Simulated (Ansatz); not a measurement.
**Mg: strong compression**

An exercise on one series of results from a longer session: the logs are not shown, and one member is left open.

Method: DFT PBE, with the methods named in each step, in Ansatz 0.2.0.

## The system as given

It takes space group P6_3/mmc (No. 194, hexagonal). The conventional cell has a = 4.689 Å, b = 4.689 Å, c = 5.908 Å, α = 90.00°, β = 90.00°, γ = 120.00°. Mg (site symmetry -3m) has 8 Mg at 2.95 to 3.08 Å as nearest neighbours. Around Mg (site symmetry -6m2) lie 6 Mg at 3.08 Å.

As a file:

```
Mg
1.0
     4.68915    0.00000    0.00000
    -2.34458    4.06092    0.00000
     0.00000    0.00000    5.90785
Mg
4
Direct
  0.00000 0.00000 0.00000
  0.00000 0.00000 0.50000
  0.33333 0.66667 0.25000
  0.66667 0.33333 0.75000
```

Whether this phase is the stable one at these pressures isn't tested.

Atoms are numbered in the order of the input: Mg1, Mg2, Mg3, Mg4.

The first run:

The input, input.yaml:

```yaml
crystal:
  lattice:
    - [4.6891517503, 0.0, 0.0]
    - [-2.3445758752, 4.060924538, 0.0]
    - [0.0, 0.0, 5.9078523361]
  atoms:
    - { symbol: Mg, position: [0.0, 0.0, 0.0] }
    - { symbol: Mg, position: [0.0, 0.0, 0.5] }
    - { symbol: Mg, position: [0.3333333333, 0.6666666667, 0.25] }
    - { symbol: Mg, position: [0.6666666667, 0.3333333333, 0.75] }
kpoints:
  mp_grid: { grid: [8, 8, 5] }
  band_path:
    path:
      - [0.0, 0.0, 0.0]
      - [0.5, 0.0, 0.0]
      - [0.3333333333, 0.3333333333, 0.0]
      - [0.0, 0.0, 0.0]
      - [0.0, 0.0, 0.5]
      - [0.5, 0.0, 0.5]
      - [0.3333333333, 0.3333333333, 0.5]
      - [0.0, 0.0, 0.5]
      - [0.5, 0.0, 0.5]
    npoints: 14
scf:
  occupations: { method: fermi_dirac, width: 0.05 }
hamiltonian:
  xc: pbe
  pseudopotentials: { kind: all_electron, lapw: { basis_error: 0.001 } }
output:
  forces: true
  stress: true
  eigenvalues: true
  populations: true
  dos: { projected: true, de: 0.2, e_range: [-14, 8] }
```

On the command line:

```
$ ansatz run input.yaml --threads 1 --pin off --max-ram 3072MiB --backend cpu --events-out ev --progress --plain --runs-dir out
```

Steps of the session up to this table: The reference volume, LAPW; Volume scaled by 1, crystal datasets; Volume scaled by 1, norm-conserving; Volume scaled by 0.92, LAPW; Volume scaled by 0.84, LAPW; Volume scaled by 0.52, LAPW; Volume scaled by 0.52, crystal datasets; Volume scaled by 0.45, LAPW; Volume scaled by 0.45, crystal datasets; Volume scaled by 0.45, norm-conserving.

One table of the session follows, with a row left open; its other results are not shown here.

| method | volume over the first | volume (Å³/atom) | pressure (GPa) |
| --- | --- | --- | --- |
| LAPW | 1 | 28.125 | -0.02 |
| LAPW | 0.92 | 25.875 | 2.38 |
| LAPW | 0.84 | 23.625 | 5.07 |
| LAPW | 0.52 | 14.625 | 39.04 |
| LAPW | 0.45 | 12.656 | 67.82 |
| PAW | 1 | 28.125 | -0.01 |
| PAW | 0.92 | 25.875 | 2.39 |
| PAW | 0.84 | 23.625 | 5.09 |
| PAW | 0.52 | 14.625 | 39.09 |
| PAW | 0.45 | 12.656 | 67.87 |
| PAW (partial_waves polarizable) | 0.92 | 25.875 | 2.39 |
| PAW (partial_waves polarizable) | 0.45 | 12.656 | 67.87 |
| crystal datasets | 1 | 28.125 | -0.02 |
| crystal datasets | 0.52 | 14.625 | 39.03 |
| crystal datasets | 0.45 | ? | ? |
| norm-conserving | 1 | 28.125 | -0.01 |
| norm-conserving | 0.45 | 12.656 | 67.90 |

**Question.** Estimate the row for crystal datasets, 0.45.

**Answer.** volume (Å³/atom): 12.656; pressure (GPa): 67.81.

Caveats from the session: A fit over so wide a range leans to the high pressures, so B₀ can be off by several per cent. Warnings in the runs' records: crystal datasets made.
